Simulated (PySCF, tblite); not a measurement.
# C3H10N3Si radical: geometry, infrared bands and EPR parameters

Aim: predict the infrared bands and EPR parameters of C3H10N3Si radical (`N[CH][SiH]1NCCN1`).

Programs: tblite 0.8.0 and PySCF 2.14.0, with density-fitted response routines of our own. Each step states its level of theory. These are calculated values for one molecule in the gas phase, unless marked as measured. Atoms are numbered from 0 throughout.

## Step 1: The molecule as given

17 atoms, charge 0, multiplicity 2; geometry from: force field or distance geometry start.

Bonds of the start (Å): N0–C1 1.48, C1–Si2 1.81, Si2–N3 1.72, N3–C4 1.47, C4–C5 1.54, C5–N6 1.47, N6–Si2 1.73, N0–H7 1.03, N0–H8 1.02, C1–H9 1.08, Si2–H10 1.47, N3–H11 1.02, C4–H12 1.10, C4–H13 1.10, C5–H14 1.11, C5–H15 1.09, N6–H16 1.01.

## Step 2: Relaxing the molecule with GFN2-xTB

Job settings and geometry (Å):

```
{"job": {"kind": "relax", "xc": "GFN2-xTB", "basis": "xTB"}, "charge": 0, "multiplicity": 2}
N      2.052600     1.025200     1.087900
C      2.074900     0.144800    -0.105300
Si     0.613900    -0.722800    -0.734300
N     -0.238200    -1.413000     0.585600
C     -1.642600    -0.972900     0.682800
C     -1.663100     0.446800     0.083000
N     -0.642200     0.435700    -0.980800
H      1.168100     1.535900     1.191400
H      2.810300     1.703000     1.100500
H      3.019300    -0.101700    -0.568800
H      0.744500    -1.629100    -1.888300
H      0.253400    -1.070900     1.413800
H     -2.009300    -0.985600     1.718300
H     -2.269600    -1.643100     0.077800
H     -1.386000     1.187500     0.858100
H     -2.646100     0.712000    -0.298400
H     -0.246900     1.360100    -1.107100
```

The run is started by

```console
> OMP_NUM_THREADS=1 python probes_run.py task.json out
```

The driver reads the jobs from task.json and runs them one after another.

The log of the run:

```text
step      E/eV     max force
  0    -597.16581    2.637
  1    -597.38920    0.978
  2    -597.47011    0.944
  3    -597.56134    0.928
  4    -597.61399    0.530
  5    -597.64850    0.478
  6    -597.67470    0.558
  7    -597.70613    0.647
  8    -597.73570    0.450
  9    -597.75673    0.329
 10    -597.76832    0.360
 11    -597.78102    0.421
 12    -597.79645    0.384
 13    -597.80840    0.255
 14    -597.81454    0.169
 15    -597.81794    0.135
 16    -597.82055    0.157
 17    -597.82348    0.154
 18    -597.82650    0.158
 19    -597.82939    0.163
 20    -597.83253    0.167
 21    -597.83590    0.179
 22    -597.84024    0.181
 23    -597.84388    0.157
 24    -597.84690    0.144
 25    -597.84979    0.166
 26    -597.85272    0.129
 27    -597.85479    0.120
 28    -597.85587    0.178
 29    -597.85678    0.084
 30    -597.85761    0.073
 31    -597.85856    0.097
 32    -597.85951    0.090
 33    -597.86021    0.058
 34    -597.86070    0.050
 35    -597.86115    0.054
 36    -597.86160    0.056
 37    -597.86200    0.059
 38    -597.86235    0.052
 39    -597.86271    0.054
 40    -597.86319    0.068
 41    -597.86386    0.076
 42    -597.86468    0.090
 43    -597.86550    0.066
 44    -597.86608    0.049
 45    -597.86658    0.057
 46    -597.86718    0.063
 47    -597.86780    0.053
 48    -597.86833    0.049
 49    -597.86867    0.054
 50    -597.86888    0.061
 51    -597.86904    0.030
 52    -597.86918    0.033
 53    -597.86933    0.036
 54    -597.86949    0.033
 55    -597.86962    0.026
 56    -597.86975    0.028
 57    -597.86984    0.021
 58    -597.86989    0.026
 59    -597.86994    0.019
 60    -597.87000    0.018
 61    -597.87005    0.017
 62    -597.87009    0.017
 63    -597.87013    0.014
 64    -597.87017    0.016
 65    -597.87024    0.021
 66    -597.87034    0.030
 67    -597.87046    0.031
 68    -597.87059    0.029
 69    -597.87075    0.032
 70    -597.87098    0.061
 71    -597.87135    0.084
 72    -597.87187    0.087
 73    -597.84552    1.342
 74    -597.87312    0.105
 75    -597.87405    0.086
 76    -597.86722    0.540
 77    -597.87291    0.094
 78    -597.87207    0.125
 79    -597.87721    0.831
 80    -597.87574    0.082
 81    -597.88082    0.161
 82    -597.86092    0.700
 83    -597.88091    0.258
 84    -597.87981    1.108
 85    -597.88777    0.279
 86    -597.89275    0.362
 87    -597.81996    2.415
 88    -597.90348    0.403
 89    -597.91069    0.292
 90    -597.84634    2.083
 91    -597.92179    0.225
 92    -597.92853    0.246
 93    -597.90343    1.551
 94    -597.93688    0.168
 95    -597.94033    0.212
 96    -597.94134    0.535
 97    -597.94509    0.197
 98    -597.94617    0.133
 99    -597.94832    0.068
100    -597.94879    0.076
101    -597.94969    0.070
102    -597.95044    0.067
103    -597.95084    0.052
104    -597.95100    0.048
105    -597.95115    0.029
106    -597.95137    0.028
107    -597.95155    0.027
108    -597.95167    0.044
109    -597.95178    0.055
110    -597.95194    0.052
111    -597.95214    0.038
112    -597.95234    0.037
113    -597.95251    0.044
114    -597.95264    0.052
115    -597.95276    0.038
116    -597.95285    0.025
117    -597.95292    0.023
118    -597.95298    0.033
119    -597.95303    0.031
120    -597.95308    0.019
121    -597.95312    0.018
122    -597.95318    0.026
123    -597.95328    0.034
124    -597.95342    0.038
125    -597.95359    0.036
126    -597.95374    0.025
127    -597.95385    0.021
128    -597.95391    0.020
129    -597.95395    0.014
130    -597.95398    0.014
131    -597.95401    0.012
132    -597.95404    0.012
133    -597.95406    0.011
134    -597.95408    0.011
135    -597.95410    0.012
136    -597.95412    0.012
137    -597.95413    0.008
```

Wall time 2.3 s (1 thread of AMD EPYC, shared host); peak memory 0.18 GiB.

Step by step: (not every step is listed)

```tsv
step	energy from step 0 (eV)	largest force (eV/Å)
0	0.0000	2.6375
1	-0.2234	0.9775
2	-0.3043	0.9444
3	-0.3955	0.9281
4	-0.4482	0.5301
5	-0.4827	0.4776
6	-0.5089	0.5581
7	-0.5403	0.6466
8	-0.5699	0.4497
20	-0.6667	0.1670
32	-0.6937	0.0905
44	-0.7003	0.0494
56	-0.7039	0.0280
68	-0.7048	0.0288
80	-0.7099	0.0821
92	-0.7627	0.2458
104	-0.7852	0.0477
116	-0.7870	0.0253
128	-0.7881	0.0195
132	-0.7882	0.0116
133	-0.7883	0.0108
134	-0.7883	0.0107
135	-0.7883	0.0120
136	-0.7883	0.0121
137	-0.7883	0.0081
```

Close pairs (by a distance rule), those that changed most:

```tsv
bond	before (Å)	after (Å)	change (Å)
N0–C1	1.483	1.375	-0.108
N3–C4	1.475	1.442	-0.033
C5–N6	1.474	1.442	-0.033
C1–Si2	1.812	1.837	+0.025
N0–H7	1.027	1.008	-0.019
N3–H11	1.022	1.006	-0.016
Si2–N3	1.716	1.731	+0.015
C5–H15	1.087	1.097	+0.010
```

The final coordinates are the input of the step that follows.

## Step 3: Infrared spectrum with GFN2-xTB

Job settings and geometry (Å):

```
{"job": {"kind": "ir", "xc": "GFN2-xTB", "basis": "xTB"}, "charge": 0, "multiplicity": 2}
N      2.442325     1.084035     0.962235
C      2.250959     0.206079    -0.078395
Si     0.610526    -0.502964    -0.504534
N     -0.245487    -1.133919     0.861540
C     -1.663672    -0.902290     0.739618
C     -1.830608     0.443643     0.018679
N     -0.604587     0.706704    -0.693300
H      1.595696     1.493029     1.325191
H      3.234403     1.707689     0.916171
H      3.150117    -0.093847    -0.588883
H      0.756179    -1.415062    -1.653306
H     -0.019277    -2.018064     1.285171
H     -2.132781    -0.874703     1.729298
H     -2.156855    -1.694436     0.154914
H     -2.013003     1.244248     0.750632
H     -2.696317     0.406372    -0.653691
H     -0.684615     1.355517    -1.455181
```

The log of the run:

```text
mode    cm-1     km/mol
  1      28.5      4.44
  2      73.2      2.70
  3     104.7      5.62
  4     169.4     12.69
  5     189.8      8.25
  6     265.4     28.19
  7     280.5     67.54
  8     387.7     27.30
  9     424.6     13.61
 10     524.2     77.04
 11     538.9    104.78
 12     592.7     58.85
 13     636.9     82.13
 14     643.0    199.32
 15     689.4     45.52
 16     771.7     86.11
 17     828.1    160.65
 18     878.3     68.38
 19     886.3    122.67
 20     958.3      2.36
 21    1041.2      1.38
 22    1078.5      4.36
 23    1105.0      8.74
 24    1170.6     37.55
 25    1174.5    150.79
 26    1198.6      9.32
 27    1251.2     84.36
 28    1261.0      5.07
 29    1267.7     13.42
 30    1345.5     17.31
 31    1379.7     16.51
 32    1401.5      3.56
 33    1492.6     40.80
 34    1497.2      0.15
 35    1512.0      7.85
 36    2145.7    422.45
 37    2821.6     43.80
 38    2845.6    144.42
 39    2899.2     93.88
 40    2918.2    108.85
 41    3099.1     66.23
 42    3404.4      2.32
 43    3480.5      2.02
 44    3483.3      5.36
 45    3509.5      3.59
```

Wall time 1.2 s (1 thread of AMD EPYC, shared host); peak memory 0.18 GiB.

Which atoms move in the most intense modes:

```tsv
cm⁻¹	km/mol	atoms
539	104.8	H9 44 %, H8 27 %
643	199.3	H7 38 %, H9 14 %
828	160.7	Si2 32 %, N6 21 %, N3 15 %
886	122.7	Si2 29 %, N3 16 %
1174	150.8	H15 25 %, H12 14 %, H11 11 %, C4 10 %
2146	422.4	H10 97 %
2846	144.4	H14 67 %, H13 15 %, H15 10 %
2918	108.8	H12 87 %
```

## Step 4: g tensor and hyperfine couplings: B3LYP/pcH-1

The job, as its differences from that of step 3:

```diff
@@ -1,2 +1,2 @@
-{"job": {"kind": "ir", "xc": "GFN2-xTB", "basis": "xTB"}, "charge": 0, "multiplicity": 2}
+{"job": {"kind": "epr", "basis": "pcH-1"}, "charge": 0, "multiplicity": 2}
 N      2.442325     1.084035     0.962235
```

With the program's defaults for keys left out, this is: UKS B3LYP, pcH-1 on C H N Si, non-relativistic, mean-field spin-orbit, GIAO.

The log of the run:

```text
UKS, coarse grid
  cycle   1  E = -574.01898231  |g| = 4.66e-01
  cycle   2  E = -573.92179913  |g| = 6.66e-01
  cycle   3  E = -574.11193856  |g| = 6.28e-02
  cycle   4  E = -574.11325427  |g| = 3.02e-02
  cycle   5  E = -574.11367458  |g| = 7.16e-03
  cycle   6  E = -574.11370375  |g| = 1.50e-03
  cycle   7  E = -574.11370539  |g| = 1.22e-03
  cycle   8  E = -574.11370605  |g| = 2.96e-04
UKS, final grid
  cycle   1  E = -574.11366796  |g| = 4.19e-04
  cycle   2  E = -574.11366786  |g| = 6.59e-04
  cycle   3  E = -574.11366804  |g| = 3.94e-05
  cycle   4  E = -574.11366804  |g| = 1.80e-05
E = -574.11366804 Eh   <S^2> = 0.7528 (exact 0.7500)
g shifts (ppm)      1          2          3
  rmc          -167       -167       -167
  gc              8         29         31
  oz_so         -35        527       1352
  total        -194        389       1216
hyperfine (MHz)  atom isotope    a_iso     a_fc   dipolar eigenvalues
    0   14N      25.31      25.34    -14.13    -13.50     27.63
    1   13C      46.00      46.09    -56.31    -56.08    112.39
    2  29Si      29.26      29.24     -9.88      3.34      6.54
    3   14N      11.02      11.01     -0.86     -0.80      1.67
    4   13C       1.04       1.03     -0.75     -0.54      1.28
    5   13C       1.50       1.49     -0.78     -0.57      1.35
    6   14N      10.82      10.82     -0.86     -0.72      1.59
    7    1H      -7.38      -7.39    -14.82     -6.28     21.10
    8    1H      12.80      12.79    -15.83     -6.09     21.92
    9    1H     -41.61     -41.62    -27.53      0.12     27.41
   10    1H      -9.10      -9.10     -4.30     -1.93      6.23
   11    1H      -1.21      -1.22     -2.58     -1.59      4.17
   12    1H       2.01       2.01     -0.84     -0.54      1.38
   13    1H      -0.21      -0.21     -0.82     -0.67      1.49
   14    1H      -0.27      -0.27     -0.97     -0.66      1.64
   15    1H       1.82       1.81     -0.83     -0.57      1.40
   16    1H      -1.07      -1.07     -2.60     -1.66      4.26
```

It took 2.6 min on 1 thread of AMD EPYC, shared host; peak memory 0.96 GiB.

Principal g values 2.00213, 2.00271, 2.00354; g(iso) = 2.00279, against 2.00232 for a free electron.

Mean a(iso) over the nuclei that a row names, and the largest dipolar term of the row (other rows stand at the frozen geometry):

```tsv
nuclei	isotope	a(iso) (MHz)	a(iso) (G, at g = 2.0023)	largest dipolar term (MHz)
C1	13C	46.0	16.4	112.4
H9	1H	-41.6	-14.8	-27.5
Si2	29Si	29.3	10.4	-9.9
N0	14N	25.3	9.0	27.6
N3, N6	14N	10.9	3.9	1.7
H10	1H	-9.1	-3.2	6.2
H7, H8	1H	2.7	1.0	21.9
C4, C5	13C	1.3	0.5	1.4
H11, H16	1H	-1.1	-0.4	4.3
H12, H14	1H	0.9	0.3	1.6
H13, H15	1H	0.8	0.3	1.5
```

Mulliken spin populations:

N0 0.22; C1 0.73; Si2 0.09; N3 0.01; C4 0.00; C5 0.00; N6 0.01; H7 -0.01; H8 0.00; H9 -0.03; H10 -0.01; H11 0.00; H12 0.00; H13 0.00; H14 0.00; H15 0.00; H16 0.00

In first order the couplings over 0.8 MHz of 1H, 14N give 3331 distinct lines over 55.7 G, if the averaged nuclei exchange fast.

The fields below are evaluated on a grid from the run's orbitals.

ELF in a plane through or near 5 of the atoms.

Ten even steps from '0' (0.00) to '9' (1.00):
```
0000000000000000000000000000
0000000000000000000000000000
0000000000000000000000000000
0000000000000000010000000000
0000000000000000586200000000
0000000001100002999710000000
0000464126700002999810000000
0002999679920001797200000000
0002999759920000232000000000
0001788417500010134310000000
0000036886101786368961000000
0000013653104898668851000000
0000000111003787646520000000
0000000001001589601100000000
0000000000000799800000000000
0000000000000599700000000000
0000000000000155200000000000
0000000000000000000000000000
0000000000000000000000000000
0000000000000000000000000000
```
The map spans 12.3 Å across and 9.4 Å up, centred on the molecule. Atoms in the plane (x, y in Å): N0 (-2.6, 0.3), N3 (0.5, -1.1), H8 (-3.6, 0.7), H11 (0.5, -2.1), H14 (1.6, 1.6).

log10 of the density (e/Å³) in the same plane.

Values, 10 rows by 14 columns:
```
-4.0 -4.0 -4.0 -4.0 -4.0 -4.0 -4.0 -4.0 -4.0 -4.0 -4.0 -4.0 -4.0 -4.0
-4.0 -4.0 -4.0 -4.0 -4.0 -4.0 -4.0 -4.0 -3.3 -3.3 -3.9 -4.0 -4.0 -4.0
-4.0 -4.0 -3.8 -3.3 -3.1 -3.3 -3.6 -2.8 -1.9 -1.8 -2.7 -3.8 -4.0 -4.0
-4.0 -3.6 -2.0 -1.3 -1.2 -1.3 -2.3 -1.9 -0.6 -0.5 -1.8 -3.1 -4.0 -4.0
-4.0 -3.2 -1.1  0.2  0.5 -0.1 -1.8 -1.6 -0.9 -0.7 -1.7 -2.8 -4.0 -4.0
-4.0 -3.6 -1.8 -0.6  0.1 -0.9 -1.2 -0.4 -0.3  0.2 -0.8 -2.3 -4.0 -4.0
-4.0 -4.0 -2.8 -1.7 -1.3 -1.5 -1.0  0.3  0.0 -0.3 -1.1 -2.3 -4.0 -4.0
-4.0 -4.0 -4.0 -3.0 -2.5 -2.4 -1.6 -0.3 -0.6 -1.9 -2.3 -3.1 -4.0 -4.0
-4.0 -4.0 -4.0 -4.0 -4.0 -3.8 -2.9 -2.0 -2.2 -3.3 -3.8 -4.0 -4.0 -4.0
-4.0 -4.0 -4.0 -4.0 -4.0 -4.0 -4.0 -4.0 -4.0 -4.0 -4.0 -4.0 -4.0 -4.0
```
The map spans 12.3 Å across and 9.4 Å up, centred on the molecule. Atoms in the plane (x, y in Å): N0 (-2.6, 0.3), N3 (0.5, -1.1), H8 (-3.6, 0.7), H11 (0.5, -2.1), H14 (1.6, 1.6).

On the surface of density 0.002 e/bohr³ the electrostatic potential runs, from the 1st to the 99th percentile, from -1.41 V near N3 to 1.62 V near H8.

The spin density lies nearest to C1 49 %; N0 21 %; H9 11 %; Si2 6 %.

## Step 5: Results

| quantity | value |
| --- | --- |
| strongest single infrared mode (GFN2-xTB) | 2146 cm⁻¹, 422 km/mol |
| zero-point energy (GFN2-xTB) | 85.3 kcal/mol |
| g(iso) (B3LYP) | 2.00279 |
| ⟨S²⟩ | 0.753 (exact 0.75) |
| largest a(iso) (averaged by class) | 13C on C1, 46.0 MHz |
| surface potential, 1st and 99th percentile | -1.41 V and 1.62 V |

In words: Relaxing lowered the energy by 0.788 eV in 137 steps; the close pair that moved most is N0–C1, from 1.483 to 1.375 Å. All 45 modes are real, so the xTB geometry is a minimum. The strongest single mode, at 2146 cm⁻¹, moves mainly H10. Unscaled tight-binding wavenumbers are off by several per cent, some by more. Its intensities can rank the bands wrongly. Most of the unpaired spin sits on C1 (0.73 e). The isotropic g lies 0.5 ppt above the free-electron value.
